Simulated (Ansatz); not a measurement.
# CrRu: magnetic orders on spinors

Aim: compare arrangements of the moments in a cell of CrRu on spinors, without spin-orbit coupling. The runs shown use PAW and LAPW. Its runs: parallel moments (PAW); parallel moments on spinors (PAW and LAPW); moments marked - in +- held at 45 degrees to the others (PAW and LAPW); moments marked - in +- held at 90 degrees to the others (PAW); moments marked - in +- held at 135 degrees to the others (PAW); moments start +- on spinors (PAW and LAPW).

Computed with Ansatz 0.2.0 (DFT LDA, with the methods named in each step, unless a step's input says otherwise).

## 1. The system as given

The structure is hexagonal, space group P-6m2 (No. 187). The conventional cell has a = 2.664 Å, b = 2.664 Å, c = 4.218 Å, α = 90.00°, β = 90.00°, γ = 120.00°. Cr (site symmetry -6m2) is surrounded by 6 Ru at 2.61 Å and 6 Cr at 2.66 Å. Ru (site symmetry -6m2) has 6 Cr at 2.61 Å and 6 Ru at 2.66 Å as nearest neighbours.

Structure file:

```cif
data_structure
_symmetry_space_group_name_H-M 'P 1'
_symmetry_Int_Tables_number 1
_cell_length_a 2.6637
_cell_length_b 2.6637
_cell_length_c 4.2180
_cell_angle_alpha 90.000
_cell_angle_beta 90.000
_cell_angle_gamma 120.000
_cell_volume 25.92
loop_
_atom_site_label
_atom_site_type_symbol
_atom_site_fract_x
_atom_site_fract_y
_atom_site_fract_z
_atom_site_occupancy
Cr1 Cr 0.66667 0.33333 0.00000 1
Ru1 Ru 0.33333 0.66667 0.50000 1
```

In patterns such as +-, the signs follow the magnetic atoms in the order of the input.

Atoms are numbered in the order of the input: Cr1, Ru2.

## 2. Parallel moments, PAW

input.yaml

```yaml
crystal:
  lattice:
    - [2.6637476213, 0.0, 0.0]
    - [-1.3318738107, 2.3068731093, 0.0]
    - [0.0, 0.0, 4.218014]
  atoms:
    - { symbol: Cr, position: [0.6666666667, 0.3333333333, 0.0], spin: 3.0 }
    - { symbol: Ru, position: [0.3333333333, 0.6666666667, 0.5], spin: 1.5 }
magnetization:
  spin_polarized: true
kpoints:
  mp_grid: { grid: [12, 12, 7] }
scf:
  occupations: { method: fermi_dirac, width: 0.1 }
  lower_state_search: "off"
hamiltonian:
  xc: lda
  pseudopotentials: { kind: paw }
output:
  forces: true
  stress: true
  eigenvalues: true
```

Command:

```bash
$ ansatz run input.yaml --threads 2 --pin off --max-ram 4096MiB --backend cpu --events-out ev --progress --plain --runs-dir out
```

The runs that follow: Parallel moments on spinors, PAW; Parallel moments on spinors, LAPW; Moments marked - in +- held at 45 degrees to the others, PAW; Moments marked - in +- held at 45 degrees to the others, LAPW; Moments marked - in +- held at 90 degrees to the others, PAW; Moments marked - in +- held at 135 degrees to the others, PAW; Moments start +- on spinors, PAW; Moments start +- on spinors, LAPW.

**Question.** What will these runs give? Wanted: lowest state (for each run or level that gives them).

As calculated:

```
                                        quantity                  value
lowest state (LAPW), reached from several starts  Cr1 0.00, Ru2 0.00 μB
 lowest state (PAW), reached from several starts  Cr1 0.00, Ru2 0.00 μB
```

What this shows: By LAPW the starts «moments start +- on spinors» and «parallel moments on spinors» end in one state, the lowest found. By PAW the starts «moments marked - in +- held at 45 degrees to the others» and «moments marked - in +- held at 135 degrees to the others» end in one state, the lowest found. In «parallel moments on spinors», «moments marked - in +- held at 45 degrees to the others», «moments start +- on spinors» the moments died away, leaving the non-magnetic state. A run can end in another pattern than it began with. Only this cell's orders were tried, so longer waves of spin are out of reach.
